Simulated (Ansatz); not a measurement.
I need a single point of RbNa2AlF6, space group Fm-3m. Use Ansatz's Python interface. Settings: LDA, PAW, the default cutoff (420 eV here), 3×3×3 k-points, Fermi-Dirac smearing of 0.01 eV.

```
Rb Na Al F
1.0
     0.00000    4.33936    4.33936
     4.33936    0.00000    4.33936
     4.33936    4.33936    0.00000
Rb Na Al F
1 2 1 6
Direct
  0.50000 0.50000 0.50000
  0.75000 0.75000 0.75000
  0.25000 0.25000 0.25000
  0.00000 0.00000 0.00000
  0.79264 0.20736 0.20736
  0.20736 0.20736 0.79264
  0.20736 0.79264 0.79264
  0.20736 0.79264 0.20736
  0.79264 0.20736 0.79264
  0.79264 0.79264 0.20736
```

`run_scf.py`
```python
import sys

import ansatz


def main() -> None:
    cell = (
        ansatz.Lattice.of((0.0, 4.33936, 4.33936), (4.33936, 0.0, 4.33936), (4.33936, 4.33936, 0.0))
        .atom('Rb', (0.5, 0.5, 0.5))
        .atom('Na', (0.75, 0.75, 0.75))
        .atom('Na', (0.25, 0.25, 0.25))
        .atom('Al', (0.0, 0.0, 0.0))
        .atom('F', (0.79264, 0.20736, 0.20736))
        .atom('F', (0.20736, 0.20736, 0.79264))
        .atom('F', (0.20736, 0.79264, 0.79264))
        .atom('F', (0.20736, 0.79264, 0.20736))
        .atom('F', (0.79264, 0.20736, 0.79264))
        .atom('F', (0.79264, 0.79264, 0.20736))
    )

    model = (
        cell.calculation()
        .functional('lda')
        .pseudopotentials('paw')
        .kpoints(spacing=0.44)
        .occupations('Fermi-Dirac', width=0.01)
        .compute(band_table=True)
    )
    try:
        done = model.run(threads=1)
    except ansatz.NonConvergedError as error:
        sys.exit(f'no convergence: {error}')
    except ansatz.RefusalError as error:
        sys.exit(f'input refused: {error}')
    r = done.report

    energy = r['free_energy_ev']
    print('RbNa2AlF6: {:.6f} eV = {:.6f} Ry = {:.6f} Ha'.format(energy, energy / 13.605693, energy / 27.211386))
    print('Fermi level {:.4f} eV, {} k-points, {} symmetry operations'.format(r['fermi_energy_ev'], r['n_kpoints'], r['n_symmetry_ops']))

    gap = None if 'band_edges_ev' not in r else r['band_edges_ev'][1] - r['band_edges_ev'][0]
    print('gap on the k mesh:', 'withheld (metal, or smearing too wide to tell)' if gap is None else f'{gap:.3f} eV')
    print('lowest empty less highest filled band, by band count:', round(r['gap_by_band_count_ev'], 3), 'eV')

    fermi = r['fermi_energy_ev']
    print('levels less the Fermi level (eV) at the first k-points')
    for k, levels in list(zip(r['kpoints_frac'], r['eigenvalues_ev']))[:3]:
        print('k = ({:.3f}, {:.3f}, {:.3f})'.format(*k))
        print('   ', ' '.join(f'{e - fermi:.3f}' for e in levels))


if __name__ == '__main__':
    main()
```

`python run_scf.py` gives:
```text
DeckWarning: basis.ecutwfc = 420 eV, auto-derived from the records' recommended cutoffs: set by Rb (normal level)
RbNa2AlF6: -11392.108386 eV = -837.304530 Ry = -418.652265 Ha
Fermi level 2.4801 eV, 4 k-points, 48 symmetry operations
gap on the k mesh: 4.765 eV
lowest empty less highest filled band, by band count: 4.765 eV
levels less the Fermi level (eV) at the first k-points
k = (0.000, 0.000, 0.000)
    -51.205 -51.204 -24.323 -23.687 -23.687 -23.687 -23.685 -23.685 -23.685 -22.400 -21.823 -21.823 -21.823 -21.522 -21.522 -8.753 -8.753 -8.753 -6.449 -4.593 -4.593 -4.593 -4.563 -4.563 -4.563 -3.874 -3.874 -3.062 -3.062 -3.062 -2.958 -2.958 -2.958 -2.392 -2.392 -2.392 2.373 5.840 6.852 6.852 6.852 8.912 8.912 9.781
k = (0.000, 0.000, 0.333)
    -51.205 -51.204 -24.306 -23.689 -23.687 -23.687 -23.686 -23.686 -23.685 -22.496 -21.807 -21.807 -21.736 -21.539 -21.539 -8.909 -8.684 -8.684 -5.925 -4.996 -4.996 -4.939 -4.445 -4.436 -4.436 -3.433 -3.433 -3.339 -3.228 -3.228 -3.013 -3.011 -3.011 -2.457 -2.457 -2.448 3.354 5.040 7.085 7.085 7.632 8.159 8.159 8.270
k = (0.000, 0.333, 0.333)
    -51.205 -51.204 -24.303 -23.689 -23.689 -23.689 -23.685 -23.684 -23.684 -22.484 -21.823 -21.823 -21.794 -21.520 -21.481 -8.750 -8.732 -8.732 -6.260 -5.048 -4.665 -4.665 -4.646 -4.300 -4.300 -3.874 -3.637 -3.140 -3.132 -3.132 -3.132 -2.965 -2.965 -2.556 -2.556 -2.397 3.630 5.235 6.480 6.948 6.948 8.497 8.497 8.864
```
(Warnings from the package without file and line.)

What to keep in mind:
- Total energies depend on the potentials; only differences at equal settings carry meaning. A total without «per atom» is that of the cell as typed.
- Along an axis with an odd division the mesh misses the point at one half; a gap read on a finite mesh is an upper bound on this functional's gap.
- Semilocal gaps usually lie well under measured ones.
- The zero of the levels is a convention of the potentials, so an absolute Fermi energy is no work function.
- In a crystal with a gap the Fermi level's place inside it depends on smearing and mesh.
- The structure comes from a database of computed cells and needn't be a stable or known phase.
- Levels are Kohn-Sham eigenvalues on this mesh, without spin-orbit coupling.
- Hardware and time: 2.1 s on 1 thread of Arm Neoverse V1, with other jobs on the host, peak memory 0.41 GiB.

(Lines on the test bed's own set-up are left out of the output.)
